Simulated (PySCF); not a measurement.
**MoOH4: singlet, from a square pyramidal (ligand arrangement 2) start**

The task is one start of a wider search on MoOH4: the singlet, built as square pyramidal (ligand arrangement 2). It is relaxed, tested by its Hessian and followed downhill if it is a saddle.

Method: PBE0, basis Mo def2-TZVP with ECP28, O def2-TZVP, H def2-TZVP, scalar-relativistic core potentials, no spin–orbit coupling, density fitting; program: PySCF 2.14.0.

## 1. The system as given

6 atoms, charge 0, spin multiplicity 1.

Bond lengths: Mo1–O2 1.780 Å, Mo1–H3 1.700 Å, Mo1–H4 1.700 Å, Mo1–H5 1.700 Å, Mo1–H6 1.700 Å. Angles: O2–Mo1–H3 102.0°, O2–Mo1–H4 102.0°, O2–Mo1–H5 102.0°, O2–Mo1–H6 102.0°, H3–Mo1–H4 87.5°, H3–Mo1–H5 156.0°, H3–Mo1–H6 87.5°, H4–Mo1–H5 87.5°, H4–Mo1–H6 156.0°, H5–Mo1–H6 87.5°.

Coordinates in bohr (charge 0 multiplicity 1):
```
Mo    0.0000    0.0000   -0.4334
O     0.0000    0.0000    2.9303
H     3.1424    0.0000   -1.1012
H     0.0000    3.1424   -1.1012
H    -3.1424    0.0000   -1.1012
H     0.0000   -3.1424   -1.1012
```

## 2. Relaxation: square pyramidal (ligand arrangement 2) start, singlet

One driver script runs all steps and calls PySCF; scf.py shows how it sets up the SCF of each step. The optimiser is the driver's own. Before each start the driver seeks the lowest SCF state from one or more starting densities and follows internal instabilities, so scf.py alone need not reach the same state.

The program finds C4v symmetry in the start, which this walk keeps.

Input file scf.py:

```python
from pyscf import gto, scf, dft
mol = gto.M(atom='''
Mo     0.000000     0.000000    -0.229339
O     -0.000000    -0.000000     1.550661
H      1.662900    -0.000000    -0.582739
H      0.000000     1.662900    -0.582739
H     -1.662900     0.000000    -0.582739
H     -0.000000    -1.662900    -0.582739''',
    basis={'Mo': 'def2-TZVP', 'O': 'def2-TZVP', 'H': 'def2-TZVP'},
    ecp={'Mo': 'def2-TZVP'},
    charge=0, spin=0)
mf = dft.RKS(mol, xc='PBE0')
mf.grids.atom_grid = (50, 194)
aux = {'Mo': 'def2-universal-JKFIT', 'O': 'def2-universal-JKFIT', 'H': 'def2-universal-JKFIT'}
mf = mf.density_fit(auxbasis=aux)
mf.kernel()
```

The optimiser's trace:

| step | energy (Eh) | change (kJ/mol) | largest symmetric gradient (Eh/bohr) |
| --- | --- | --- | --- |
| 0 | -145.633240 | 0.00 | 0.22224 |
| 1 | -145.671880 | -101.45 | 0.06118 |
| 2 | -145.681980 | -127.97 | 0.01388 |
| 3 | -145.686137 | -138.88 | 0.01070 |
| 4 | -145.688216 | -144.34 | 0.00605 |
| 5 | -145.688920 | -146.19 | 0.00219 |
| 6 | -145.688926 | -146.20 | 0.00022 |
| 7 | -145.688926 | -146.20 | 0.00001 |

The walk ran for 32 s (4 threads, shared host).

Positions (Å) and forces (eV/Å) along the way:

```
step 0
Mo   0.000   0.000  -0.229   0.000   0.000  11.428
O    0.000   0.000   1.551   0.000   0.000  -6.065
H    1.663   0.000  -0.583   0.462   0.000  -1.341
H    0.000   1.663  -0.583   0.000   0.462  -1.341
H   -1.663   0.000  -0.583  -0.462   0.000  -1.341
H    0.000  -1.663  -0.583   0.000  -0.462  -1.341
step 1
Mo   0.000   0.000  -0.083   0.000   0.000  -0.848
O    0.000   0.000   1.519   0.000   0.000   3.146
H    1.655   0.000  -0.611  -0.169   0.000  -0.575
H    0.000   1.655  -0.611   0.000  -0.169  -0.575
H   -1.655   0.000  -0.611   0.169   0.000  -0.575
H    0.000  -1.655  -0.611   0.000   0.169  -0.575
step 4
Mo   0.000   0.000   0.076   0.000   0.000  -0.183
O    0.000   0.000   1.743   0.000   0.000  -0.281
H    1.547   0.000  -0.707  -0.311   0.000   0.116
H    0.000   1.547  -0.707   0.000  -0.311   0.116
H   -1.547   0.000  -0.707   0.311   0.000   0.116
H    0.000  -1.547  -0.707   0.000   0.311   0.116
step 7
Mo   0.000   0.000   0.084   0.000   0.000   0.000
O    0.000   0.000   1.748   0.000   0.000   0.000
H    1.513   0.000  -0.710   0.000   0.000   0.000
H    0.000   1.513  -0.710   0.000   0.000   0.000
H   -1.513   0.000  -0.710   0.000   0.000   0.000
H    0.000  -1.513  -0.710   0.000   0.000   0.000
```

It settles in C4v symmetry, 146.2 kJ/mol below the start, after 7 steps: Mo–H 1.709 Å (×4), Mo–O 1.665 Å; H–Mo–H 77.5° (×4), H–Mo–H 124.6° (×2), H–Mo–O 117.7° (×4).

## 3. Vibrations and properties at this point

On the finer grid the gradient is checked again; gradients at displacements of ±0.01 bohr then give force constants and infrared intensities.

Changes to scf.py since step 2:

```diff
@@ -3,6 +3,6 @@
-Mo     0.000000     0.000000    -0.229339
-O     -0.000000    -0.000000     1.550661
-H      1.662900    -0.000000    -0.582739
-H      0.000000     1.662900    -0.582739
-H     -1.662900     0.000000    -0.582739
-H     -0.000000    -1.662900    -0.582739''',
+Mo     0.000000     0.000000    -0.198612
+O     -0.000000    -0.000000     1.465931
+H      1.513399    -0.000000    -0.992807
+H      0.000000     1.513399    -0.992807
+H     -1.513399     0.000000    -0.992807
+H     -0.000000    -1.513399    -0.992807''',
@@ -13 +13 @@
-mf.grids.atom_grid = (50, 194)
+mf.grids.atom_grid = (75, 302)
```

This SCF starts from the last density.

SCF at the final geometry:

```text
init E= -145.688862614274
  HOMO = -0.332171312912479  LUMO = -0.190467572583735  gap/eV = 3.85596
cycle= 1 E= -145.68886261055  delta_E= 3.72e-09  |g|= 0.000145  |ddm|= 0.000105
  HOMO = -0.332186481924989  LUMO = -0.1904787451525  gap/eV = 3.85606
cycle= 2 E= -145.68886257813  delta_E= 3.24e-08  |g|= 0.000433  |ddm|= 0.000265
  HOMO = -0.332177791706937  LUMO = -0.190479453773328  gap/eV = 3.85581
cycle= 3 E= -145.6888626144  delta_E= -3.63e-08  |g|= 4.95e-05  |ddm|= 0.000192
  HOMO = -0.332176061259305  LUMO = -0.190473365917189  gap/eV = 3.85593
cycle= 4 E= -145.688862614954  delta_E= -5.54e-10  |g|= 3.14e-08  |ddm|= 3.35e-05
  HOMO = -0.332176060250584  LUMO = -0.190473364539095  gap/eV = 3.85593
cycle= 5 E= -145.688862614954  delta_E= 5.68e-14  |g|= 1.7e-08  |ddm|= 1.22e-08
  HOMO = -0.332176058103294  LUMO = -0.190473359995256  gap/eV = 3.85593
Extra cycle  E= -145.688862614955  delta_E= -1.48e-12  |g|= 2.99e-08  |ddm|= 3.49e-08
converged SCF energy = -145.688862614955
```

The whole step took 79 s.

Geometry: C4v; Mo–H 1.709 Å (×4), Mo–O 1.665 Å; H–Mo–H 77.5° (×4), H–Mo–H 124.6° (×2), H–Mo–O 117.7° (×4).

Harmonic modes (main isotopes):

```json
{"symmetry": "e", "ω (cm⁻¹)": "986i", "IR (km/mol)": "185", "type": "bend"}
{"symmetry": "b2", "ω (cm⁻¹)": "387", "IR (km/mol)": "0.0", "type": "bend"}
{"symmetry": "e", "ω (cm⁻¹)": "625", "IR (km/mol)": "22.9", "type": "bend"}
{"symmetry": "a1", "ω (cm⁻¹)": "760", "IR (km/mol)": "3.2", "type": "bend"}
{"symmetry": "b1", "ω (cm⁻¹)": "868", "IR (km/mol)": "0.0", "type": "bend"}
{"symmetry": "a1", "ω (cm⁻¹)": "1086", "IR (km/mol)": "186", "type": "mixed"}
{"symmetry": "b1", "ω (cm⁻¹)": "1918", "IR (km/mol)": "0.0", "type": "stretch"}
{"symmetry": "e", "ω (cm⁻¹)": "1949", "IR (km/mol)": "251", "type": "stretch"}
{"symmetry": "a1", "ω (cm⁻¹)": "1973", "IR (km/mol)": "73.5", "type": "stretch"}
```

2 modes are imaginary, the largest at 986i cm⁻¹: a saddle point, not a minimum.

Constants and moments:

```
Dipole moment                                                   : 0.60 D
Highest occupied level                                          : -9.04 eV
Lowest empty level                                              : -5.18 eV
Rotational constants                                            : 1.826, 0.36, 0.36 cm⁻¹
Zero-point energy (real modes)                                  : 72.6 kJ/mol
Principal polarisabilities                                      : 45.6, 45.6, 50.2 bohr³
Atomisation energy without zero-point energy                    : 1475 kJ/mol
Principal traceless quadrupole moments about the centre of mass : -3.56, 1.78, 1.78 D Å
```

Populations by atom (charges in e):

```tsv
atom	Mulliken	Löwdin	polar tensor	Mayer order to Mo1
Mo1	0.48	0.34	1.53	–
O2	-0.57	-0.27	-0.81	1.99
H3,4,5,6	0.02	-0.02	-0.18	0.92
```

Outer orbital energies (eV). occupied: -26.48, -12.12, -12.12, -11.91, -11.18, -10.80, -9.04, -9.04; empty: -5.18, -2.24, -1.64, -1.64.

Mulliken populations on Mo1 (outside its core potential): s 2.68, p 6.85, d 3.94, f 0.05.

## 4. Downhill along the imaginary mode

The start is the last point, displaced along its most imaginary mode.

The program finds C1 symmetry in the start. Threshold on the gradient: 0.0003 Eh/bohr, with a further test on the energy change.

Changes to scf.py since step 3:

```diff
@@ -3,6 +3,6 @@
-Mo     0.000000     0.000000    -0.198612
-O     -0.000000    -0.000000     1.465931
-H      1.513399    -0.000000    -0.992807
-H      0.000000     1.513399    -0.992807
-H     -1.513399     0.000000    -0.992807
-H     -0.000000    -1.513399    -0.992807''',
+Mo     0.003395     0.002066    -0.198612
+O     -0.007062    -0.004298     1.465931
+H      1.524308    -0.072901    -0.997310
+H     -0.119785     1.520039    -0.995548
+H     -1.502490    -0.072901    -0.988304
+H     -0.119785    -1.506760    -0.990067''',
@@ -13 +13 @@
-mf.grids.atom_grid = (75, 302)
+mf.grids.atom_grid = (50, 194)
```

Energy and gradient, step by step:

| step | energy (Eh) | change (kJ/mol) | largest gradient (Eh/bohr) |
| --- | --- | --- | --- |
| 0 | -145.691503 | 0.00 | 0.02011 |
| 1 | -145.699129 | -20.02 | 0.02250 |
| 2 | -145.711236 | -51.81 | 0.01563 |
| 3 | -145.723681 | -84.48 | 0.02911 |
| 4 | -145.727549 | -94.64 | 0.02584 |
| 5 | -145.730639 | -102.75 | 0.01272 |
| 6 | -145.731769 | -105.72 | 0.00772 |
| 7 | -145.732494 | -107.62 | 0.00480 |
| 8 | -145.732691 | -108.14 | 0.00313 |
| 9 | -145.732757 | -108.31 | 0.00135 |
| 10 | -145.732791 | -108.40 | 0.00127 |
| 11 | -145.732830 | -108.50 | 0.00162 |
| 12 | -145.732850 | -108.56 | 0.00131 |
| 13 | -145.732855 | -108.57 | 0.00040 |
| 14 | -145.732855 | -108.57 | 0.00007 |

The walk took 62 s.

It settles in Cs symmetry, 108.6 kJ/mol below the start, after 14 steps: Mo–H 1.654 Å (×2), Mo–H 1.709 Å (×2), Mo–O 1.643 Å; H–Mo–H 58.4°, H–Mo–H 66.0° (×2), H–Mo–H 118.6° (×2), H–Mo–H 130.5°, H–Mo–O 101.8° (×2), H–Mo–O 113.3° (×2).

## 5. Frequencies

The same treatment as at the point before.

Changes to scf.py since step 4:

```diff
@@ -3,6 +3,6 @@
-Mo     0.003395     0.002066    -0.198612
-O     -0.007062    -0.004298     1.465931
-H      1.524308    -0.072901    -0.997310
-H     -0.119785     1.520039    -0.995548
-H     -1.502490    -0.072901    -0.988304
-H     -0.119785    -1.506760    -0.990067''',
+Mo     0.046756     0.050068    -0.195020
+O     -0.218704    -0.238418     1.400718
+H      1.430817    -0.746298    -0.804486
+H     -0.801595     1.411140    -0.785827
+H     -1.427649    -0.308840    -0.853716
+H     -0.267329    -1.430191    -0.863414''',
@@ -13 +13 @@
-mf.grids.atom_grid = (50, 194)
+mf.grids.atom_grid = (75, 302)
```

SCF at the final geometry:

```text
init E= -145.73281611362
  HOMO = -0.315915122942601  LUMO = -0.123287271673014  gap/eV = 5.24167
cycle= 1 E= -145.732816111611  delta_E= 2.01e-09  |g|= 0.000107  |ddm|= 8.46e-05
  HOMO = -0.315931347971141  LUMO = -0.123312371552142  gap/eV = 5.24143
cycle= 2 E= -145.732816091447  delta_E= 2.02e-08  |g|= 0.000342  |ddm|= 0.000224
  HOMO = -0.315921387833603  LUMO = -0.123297080751033  gap/eV = 5.24157
cycle= 3 E= -145.73281611363  delta_E= -2.22e-08  |g|= 3.91e-05  |ddm|= 0.000161
  HOMO = -0.315919849702167  LUMO = -0.123294659332284  gap/eV = 5.24160
cycle= 4 E= -145.732816113961  delta_E= -3.31e-10  |g|= 1.54e-06  |ddm|= 2.27e-05
  HOMO = -0.315919859597809  LUMO = -0.123294660528778  gap/eV = 5.24160
cycle= 5 E= -145.732816113962  delta_E= -8.53e-14  |g|= 5.16e-08  |ddm|= 1.01e-06
  HOMO = -0.315919852046304  LUMO = -0.123294653022025  gap/eV = 5.24160
Extra cycle  E= -145.732816113962  delta_E= -7.11e-13  |g|= 7.29e-08  |ddm|= 8.85e-08
converged SCF energy = -145.732816113962
```

The whole step took 2.3 min.

Geometry: Cs; Mo–H 1.654 Å (×2), Mo–H 1.709 Å (×2), Mo–O 1.643 Å; H–Mo–H 58.4°, H–Mo–H 66.0° (×2), H–Mo–H 118.6° (×2), H–Mo–H 130.5°, H–Mo–O 101.8° (×2), H–Mo–O 113.3° (×2).

Modes, for the most abundant isotopes:

| symmetry | ω (cm⁻¹) | IR (km/mol) |
| --- | --- | --- |
| a'' | 376 | 91.7 |
| a' | 581 | 0.9 |
| a'' | 681 | 33.5 |
| a' | 757 | 7.9 |
| a' | 801 | 55.6 |
| a'' | 844 | 34.8 |
| a' | 910 | 46.7 |
| a' | 1117 | 164 |
| a'' | 1898 | 196 |
| a' | 1918 | 107 |
| a' | 2062 | 20.4 |
| a'' | 2070 | 16.0 |

All wavenumbers are real: a minimum.

Properties at this point:

```yaml
Dipole_moment: 2.29 D
Highest_occupied_level: -8.60 eV
Lowest_empty_level: -3.36 eV
Rotational_constants: 1.658, 0.3885, 0.37 cm⁻¹
Zero-point_energy: 83.8 kJ/mol
Principal_polarisabilities: 37.0, 44.6, 49.6 bohr³
Atomisation_energy_without_zero-point_energy: 1590 kJ/mol
Principal_traceless_quadrupole_moments_about_the_centre_of_mass: -3.71, -1.18, 4.89 D Å
Entropy_at_298.15_K_and_1_bar: 269.3 J/(mol K)
Heat_capacity_Cp_at_298.15_K: 59.3 J/(mol K)
Enthalpy_at_298.15_K_above_0_K: 12.38 kJ/mol
Rotational_symmetry_number: 1
```

Charges (e) and bond orders:

```
atom  Mulliken  Löwdin  polar tensor  Mayer order to Mo1
 Mo1      0.38    0.14          0.89                   –
  O2     -0.50   -0.19         -0.59                2.19
H3,4     -0.03   -0.03         -0.17                0.94
H5,6      0.09    0.06          0.02                0.90
```

Outer orbital energies (eV). occupied: -26.23, -12.02, -11.63, -11.49, -11.06, -9.62, -9.09, -8.60; empty: -3.36, -1.54, -1.14, -1.11.

Mulliken populations on Mo1 (outside its core potential): s 2.54, p 6.64, d 4.39, f 0.04.

## 6. All stationary points

| spin | group | bonds | imaginary modes (cm⁻¹) | ΔE (kJ/mol) | with zero-point energy |
| --- | --- | --- | --- | --- | --- |
| singlet | Cs | Mo–H 1.654 Å (×2), Mo–H 1.709 Å (×2), Mo–O 1.643 Å | none | 0.0 | 0.0 |
| singlet | C4v | Mo–H 1.709 Å (×4), Mo–O 1.665 Å | 986i, 986i | 115.4 | – |

## 7. Summary of results

```
                                 quantity                                                                                                                                                           value
                                  minimum                                                                                                                                                     singlet, Cs
                                 geometry  Mo–H 1.654 Å (×2), Mo–H 1.709 Å (×2), Mo–O 1.643 Å; H–Mo–H 58.4°, H–Mo–H 66.0° (×2), H–Mo–H 118.6° (×2), H–Mo–H 130.5°, H–Mo–O 101.8° (×2), H–Mo–O 113.3° (×2)
                       wavenumbers (cm⁻¹)                                376 (a''), 581 (a'), 681 (a''), 757 (a'), 801 (a'), 844 (a''), 910 (a'), 1117 (a'), 1898 (a''), 1918 (a'), 2062 (a'), 2070 (a'')
                            dipole moment                                                                                                                                                          2.29 D
     highest occupied, lowest empty level                                                                                                                                                 -8.60, -3.36 eV
               polar-tensor charge of Mo1                                                                                                                                                         +0.89 e
                        zero-point energy                                                                                                                                                     83.8 kJ/mol
                      entropy at 298.15 K                                                                                                                                                 269.3 J/(mol K)
atomisation energy (no zero-point energy)                                                                                                                                                     1590 kJ/mol
```

**Reading.** The square pyramidal (ligand arrangement 2) start (C4v) ends in a minimum of Cs symmetry, after a first stop at a second-order saddle point 115.4 kJ/mol higher, from which it was pushed off along an imaginary mode. The strongest infrared band lies at 1898 cm⁻¹ (a'', stretch). Other starts or spin states, not run here, may lie lower. Whether spin polarisation would lower the closed shell was not checked.

The search up to here ran for 5.5 min (4 threads, shared host).
